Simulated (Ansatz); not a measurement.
# AlH4: the cost of one run

Computed with Ansatz 0.2.0 (DFT PBE, scalar-relativistic, plane waves, PAW, unless a step's input says otherwise).

1 further run of the same task is left out (it didn't finish).

## 1. The system as given

Symmetry: P4/mmm, No. 123, tetragonal system. The conventional cell has a = 3.052 Å, b = 3.052 Å, c = 6.092 Å, α = 90.00°, β = 90.00°, γ = 90.00°. Al (site symmetry 4/mmm) has 4 Al at 3.05 Å and 8 H at 3.12 Å as nearest neighbours. Around H (site symmetry m2m) lie 2 H at 0.98 Å.

Coordinates:

```
Al H
1.0
     3.05189    0.00000    0.00000
     0.00000    3.05189    0.00000
     0.00000    0.00000    6.09215
Al H
1 4
Direct
  0.50000 0.50000 0.00000
  0.66098 0.66098 0.50000
  0.33902 0.33902 0.50000
  0.33902 0.66098 0.50000
  0.66098 0.33902 0.50000
```

Recipe of the guess: random cell by space group and Wyckoff sites (P4/mmm, No. 123). The dimensions are guesses.

## 2. A first look at the guess

Input file input.yaml:

```yaml
crystal:
  lattice:
    - [3.05189405, 0.0, 0.0]
    - [0.0, 3.05189405, 0.0]
    - [0.0, 0.0, 6.0921482]
  atoms:
    - { symbol: Al, position: [0.5, 0.5, 0.0] }
    - { symbol: H, position: [0.66097977, 0.66097977, 0.5] }
    - { symbol: H, position: [0.33902023, 0.33902023, 0.5] }
    - { symbol: H, position: [0.33902023, 0.66097977, 0.5] }
    - { symbol: H, position: [0.66097977, 0.33902023, 0.5] }
basis:
  ecutwfc: 420
kpoints:
  mp_grid: { grid: [6, 6, 4] }
hamiltonian:
  xc: pbe
scf:
  occupations: { method: gaussian, width: 0.1 }
  lower_state_search: "off"
output:
  forces: true
  stress: true
  eigenvalues: true
```

On the command line:

```
> ansatz run input.yaml --threads 1 --pin off --max-ram 2560MiB --backend cpu --events-out ev --progress --plain --runs-dir out
```

Q: Estimate wall time and peak memory on 1 thread of Intel Xeon at 2.70GHz, shared host.

About 2 s, with a peak of 0.3 GiB.
